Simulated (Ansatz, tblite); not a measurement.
# The cluster Cs₃H₃: rung by rung

One table from this session's results is given with a row withheld; the runs are named, their logs left out.

The runs use Ansatz 0.2.0, Gaussian basis; as each input shows.

Levels to be run: GFN1-xTB, GFN2-xTB, PBE-D4/def2-TZVP, r2SCAN-D4/def2-TZVP, BLYP-D4/def2-TZVP, PBE-QIDH/def2-TZVP, ωB97M-V/def2-TZVP, B2PLYP/def2-TZVP, CAM-B3LYP-D4/def2-TZVP, PBE-D4/def2-SVP, PBE0-D4/def2-SVP, PBE0-D4/def2-TZVPD, PBE-D4/def2-TZVPD, r2SCAN-D4/def2-TZVPD, CCSD(T)/def2-TZVPP, MP2/def2-TZVP, RPA/def2-TZVP, CCSD(T)/def2-TZVPD.

2 further runs of the same task are left out: 1 that didn't finish, 1 set aside as unsound or not needed. Runs told in other sessions of the task aren't counted.

## The geometry

The geometry is that of the singlet, from an earlier relaxation (PBE-D4/def2-TZVP). At that level it is the lowest of the isomers that a small search found.

6 atoms, charge 0, spin multiplicity 1.

Bond lengths: Cs1–Cs2 5.058 Å, Cs1–Cs3 5.057 Å, Cs1–H4 2.723 Å, Cs1–H6 2.723 Å, Cs2–Cs3 5.058 Å, Cs2–H4 2.723 Å, Cs2–H5 2.723 Å, Cs3–H5 2.723 Å, Cs3–H6 2.723 Å. Angles: Cs2–Cs1–Cs3 60.0°, Cs2–Cs1–H4 21.8°, Cs2–Cs1–H6 81.8°, Cs3–Cs1–H4 81.8°, Cs3–Cs1–H6 21.8°, H4–Cs1–H6 103.6°, Cs1–Cs2–Cs3 60.0°, Cs1–Cs2–H4 21.8°, Cs1–Cs2–H5 81.8°, Cs3–Cs2–H4 81.7°, Cs3–Cs2–H5 21.8°, H4–Cs2–H5 103.5°, Cs1–Cs3–Cs2 60.0°, Cs1–Cs3–H5 81.8°, Cs1–Cs3–H6 21.8°, Cs2–Cs3–H5 21.8°, Cs2–Cs3–H6 81.8°, H5–Cs3–H6 103.6° and more.

Cs takes a core potential in the def2 sets. No spin-orbit coupling is included.

PBE0-D4/def2-TZVP was run before; its log isn't repeated, and its numbers join the tables.

Set-up of the first run:

Tight binding, by tblite at 300 K electronic temperature and without a spin-polarisation term:

```python
tblite.interface.Calculator('GFN1-xTB', numbers, positions, charge=0, uhf=0).singlepoint()
```

Tight binding, by tblite at 300 K electronic temperature and without a spin-polarisation term:

```python
tblite.interface.Calculator('GFN2-xTB', numbers, positions, charge=0, uhf=0).singlepoint()
```

start.molden holds the orbitals of an earlier run on this state, given as this run's starting guess.

Contents of in.yaml:

```yaml
crystal:
  periodic: [false, false, false]
  atoms:
    - {symbol: Cs, position_ang: [-2.899604, 0.340777, 0.032440]}
    - {symbol: Cs, position_ang: [1.155907, -2.681986, 0.032081]}
    - {symbol: Cs, position_ang: [1.743849, 2.340320, -0.064731]}
    - {symbol: H, position_ang: [-1.474732, -1.979260, 0.069441]}
    - {symbol: H, position_ang: [2.452867, -0.288218, -0.015838]}
    - {symbol: H, position_ang: [-0.978286, 2.268367, -0.053393]}
basis:
  gaussian: {orbitals: def2-TZVP, initial_orbitals: start.molden}
hamiltonian: {xc: pbe, dispersion: d4}
scf: {omitted_lower_state_checks: [starts]}
output: {orbitals: {seedname: orbitals}}
```

Run with:

```
$ ansatz run in.yaml --threads 4 --pin off --events-out ev --progress --plain --max-ram 3916MiB
```

Steps of the session up to this table: PBE-D4/def2-TZVP; r2SCAN-D4/def2-TZVP; BLYP-D4/def2-TZVP; PBE-QIDH/def2-TZVP; ωB97M-V/def2-TZVP; B2PLYP/def2-TZVP; CAM-B3LYP-D4/def2-TZVP; PBE-D4/def2-SVP; PBE0-D4/def2-SVP; PBE0-D4/def2-TZVPD; PBE-D4/def2-TZVPD; r2SCAN-D4/def2-TZVPD; CCSD(T)/def2-TZVPP; MP2/def2-TZVP; RPA/def2-TZVP; CCSD(T)/def2-TZVPD.

One table of the session follows, with a row left open; its other results are not shown here.

```
                 level  HOMO (eV)  LUMO (eV)  gap (eV)
       PBE-D4/def2-SVP      -3.03      -0.63      2.39
      PBE-D4/def2-TZVP      -3.12      -0.60      2.52
     PBE-D4/def2-TZVPD          ?          ?         ?
     BLYP-D4/def2-TZVP      -3.00      -0.60      2.40
   r2SCAN-D4/def2-TZVP      -3.17      -0.07      3.09
  r2SCAN-D4/def2-TZVPD      -3.15      -0.06      3.10
      PBE0-D4/def2-SVP      -3.93      -0.21      3.72
     PBE0-D4/def2-TZVP      -4.05      -0.20      3.85
    PBE0-D4/def2-TZVPD      -4.03      -0.20      3.84
CAM-B3LYP-D4/def2-TZVP      -5.28       0.11      5.39
     ωB97M-V/def2-TZVP      -6.07       0.12      6.20
```

Q: Estimate the row for PBE-D4/def2-TZVPD from the others.

The run gave: HOMO (eV): -3.11; LUMO (eV): -0.61; gap (eV): 2.50. In the column «HOMO (eV)» it lies between PBE-D4/def2-TZVP (-3.12) and PBE-D4/def2-SVP (-3.03).
